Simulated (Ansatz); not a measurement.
# Zn (diamond type): how the settings move a single-point run

Question: which choices in the input matter for Zn (diamond type)?

Method: reference: DFT, r2SCAN, PAW with Ansatz's default frozen-core files, scalar-relativistic, in Ansatz 0.2.0.

2 further runs of the same task are left out: 2 that didn't finish.

### 1 The structure to begin with

The structure is trigonal, space group R-3m (No. 166). The conventional cell has a = 3.770 Å, b = 3.770 Å, c = 9.234 Å, α = 90.00°, β = 90.00°, γ = 120.00°. Around Zn (site symmetry 3m) lie 1 Zn at 1.89 Å.

As a file:

```cif
data_structure
_symmetry_space_group_name_H-M 'R-3m:H'
_symmetry_Int_Tables_number 166
_cell_length_a 3.7699
_cell_length_b 3.7699
_cell_length_c 9.2343
_cell_angle_alpha 90.000
_cell_angle_beta 90.000
_cell_angle_gamma 120.000
_cell_volume 113.66
loop_
_atom_site_label
_atom_site_type_symbol
_atom_site_symmetry_multiplicity
_atom_site_Wyckoff_symbol
_atom_site_fract_x
_atom_site_fract_y
_atom_site_fract_z
_atom_site_occupancy
Zn1 Zn 6 c 0.00000 0.00000 0.60250 1
```

### 2 Reference

File input.yaml:

```yaml
crystal:
  lattice:
    - [0.0, 2.66570712, 2.66570712]
    - [2.66570712, 0.0, 2.66570712]
    - [2.66570712, 2.66570712, 0.0]
  atoms:
    - { symbol: Zn, position: [-0.1925, -0.1025, -0.1025] }
    - { symbol: Zn, position: [0.1925, 0.1025, 0.1025] }
kpoints:
  mp_grid: { grid: [10, 10, 10] }
scf:
  occupations: { method: fermi_dirac, width: 0.05 }
hamiltonian:
  xc: r2scan
  pseudopotentials: { kind: paw }
output:
  forces: true
  stress: true
  eigenvalues: true
  efg: { contact_densities: true }
  populations: true
```

Command:

```bash
$ ansatz run input.yaml --threads 1 --pin off --max-ram 2048MiB --backend cpu --events-out ev --progress --plain --runs-dir out
```

### 3 Changing settings: symmetry.detect false, scf.algorithm direct_min

input.yaml: that of step 2 with these lines changed.

```diff
@@ -8,2 +8,3 @@
     - { symbol: Zn, position: [0.1925, 0.1025, 0.1025] }
+  symmetry: { detect: false }
 kpoints:
@@ -12,2 +13,3 @@
   occupations: { method: fermi_dirac, width: 0.05 }
+  algorithm: direct_min
 hamiltonian:
@@ -21 +23,5 @@
   populations: true
+  write_density: true
+  write_potential: true
+  elf: true
+  volumetric_format: npy
```

Before running it: what results should come out? Wanted: for each run, ending; energy change; pressure; gap; force.

As calculated:

```
                                               run     ending  energy change  pressure (GPa)  gap (eV)  force (eV/Å)  cycles   time
                                         reference  converged              0            21.8      0.00          7.55       7  6.5 s
1: symmetry.detect false, scf.algorithm direct_min  converged   0.0 meV/atom            21.8      0.00          7.55       6   91 s
```

Times don't compare one to one where runs were asked for different outputs or read a saved state (see the inputs); cycles may leave out searches for a lower state.

Residual by cycle in the longest SCF loop of each run; runs are numbered as in the table. The quantity is the density residual dr2, in eV.

```
cycle  reference   run 1
    1       0.08  0.0792
    2    0.00106  0.0331
    3    0.00367  1.2e-5
    4     3.0e-4  7.0e-8
    5     5.8e-5  9.8e-8
    6     2.9e-6  2.4e-9
    7     4.3e-8       -
```

What this shows: With the changed use of symmetry and solver the energy agrees within 0.5 meV/atom. The structure is not at rest: the sound run finds 22 GPa, so these are no properties of the relaxed crystal. 
